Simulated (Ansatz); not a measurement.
**HBr (singlet): the correlation ladder at distance Br1–H2 = 3.050 Å, cc-pVDZ**

How much of the correlation energy of HBr (singlet) does each wave-function method recover here?

Computed with Ansatz 0.2.0, Gaussian basis. Level: cc-pVDZ, core rule «outside noble gas», up to 14 orbitals frozen.

To be run: UHF; CCSD(T) on RHF; CCSD(T) on UHF; BCCD(T) on RHF; CISD; CCSDT(Q) on RHF; CCSDT(Q) on UHF; CISDTQ; CCSDTQ on RHF; CCSDTQ on UHF; CASSCF and MRCISD+Q, 2 electrons in 2 orbitals; CASSCF and NEVPT2, 2 electrons in 2 orbitals; CASSCF and MRCISD+Q, 8 electrons in 5 orbitals; CASSCF and NEVPT2, 8 electrons in 5 orbitals; Full CI.

16 further runs of the same task are left out: 13 that didn't finish, 3 set aside as unsound or not needed.

**1. What is computed**

The geometry derives from a PBE0/def2-TZVP stationary point (not a proven minimum). One bond is set to the value named and the two fragments are kept rigid. No spin-orbit coupling is included. The filled d shell of Br may be among the frozen orbitals whatever the setting's name suggests; the logs give the count.

2 atoms, charge 0, spin multiplicity 1.

Atoms are counted from 1 here; the program's logs count them from 0.

No contacts short enough for the rule that draws bonds.

**2. UHF**

File in.yaml:

```yaml
crystal:
  periodic: [false, false, false]
  atoms:
    - {symbol: Br, position_ang: [0.000000, 0.000000, 0.000000]}
    - {symbol: H, position_ang: [0.000000, 0.000000, 3.050000]}
basis:
  gaussian: {orbitals: cc-pVDZ}
magnetization: {spin_polarized: true, initial_magnetization: 0}
hamiltonian: {xc: hf}
output: {orbitals: {seedname: orbitals}}
```

The run is started by

```sh
ansatz run in.yaml --threads 1 --pin off --events-out ev --progress --plain --max-ram 2393MiB
```

After this run come: CCSD(T) on RHF; CCSD(T) on UHF; BCCD(T) on RHF; CISD; CCSDT(Q) on RHF; CCSDT(Q) on UHF; CISDTQ; CCSDTQ on RHF; CCSDTQ on UHF; CASSCF and MRCISD+Q, 2 electrons in 2 orbitals; CASSCF and NEVPT2, 2 electrons in 2 orbitals; CASSCF and MRCISD+Q, 8 electrons in 5 orbitals; CASSCF and NEVPT2, 8 electrons in 5 orbitals; Full CI.

Q: Predict the results of all the runs planned. Wanted: FCI below the RHF energy; RMP2 from FCI; UMP2 from FCI; RCCSD from FCI; RCCSD(T) from FCI; UCCSD(T) from FCI; RCCSDT(Q) from FCI; UCCSDT(Q) from FCI; NEVPT2 pair from FCI.

As calculated:

```
                         quantity                                                                                                     value
         FCI below the RHF energy                                                                                                -6.2476 eV
                    RMP2 from FCI                                                                                             +161.0 kJ/mol
                    UMP2 from FCI                                                                                              +50.3 kJ/mol
                   RCCSD from FCI                                                                                              +35.2 kJ/mol
                RCCSD(T) from FCI                                                                                               -5.2 kJ/mol
                UCCSD(T) from FCI                                                                                               +9.0 kJ/mol
               RCCSDT(Q) from FCI                                                                                               -0.6 kJ/mol
               UCCSDT(Q) from FCI                                                                                               +0.3 kJ/mol
             NEVPT2 pair from FCI                                                                                              +37.7 kJ/mol
           MRCISD+Q pair from FCI                                                                                               -2.0 kJ/mol
          NEVPT2 valence from FCI                                                                                              +69.6 kJ/mol
levels within 1 kcal/mol (43 meV)  BCCD(T), RCCSDT, UCCSDT, CISDTQ, RCCSDT(Q), UCCSDT(Q), RCCSDTQ, UCCSDTQ, MRCISD+Q pair, MRCISD+Q valence
                    T1 diagnostic                                                                                                     0.043
   effectively unpaired electrons                                                                                                      1.59
```

RCCSD(T) misses by -5.2 kJ/mol, 0.9 % of the correlation energy. CCSD(T) misses by -5.2 kJ/mol on the restricted determinant and by +9.0 kJ/mol on the unrestricted one; the two need not hold the same state or core. RCCSD(T), BCCD(T), RCCSDT(Q), MRCISD+Q pair, MRCISD+Q valence fall below full CI, which methods that aren't variational can do. With 1.6 effectively unpaired electrons against 0 the state is strongly multireference. Coupled cluster on one determinant still stays close here. Of the multireference levels listed MRCISD+Q pair comes nearest in total energy (-2.0 kJ/mol), which doesn't show that its space is the better one. These misses are within one basis, not against nature.
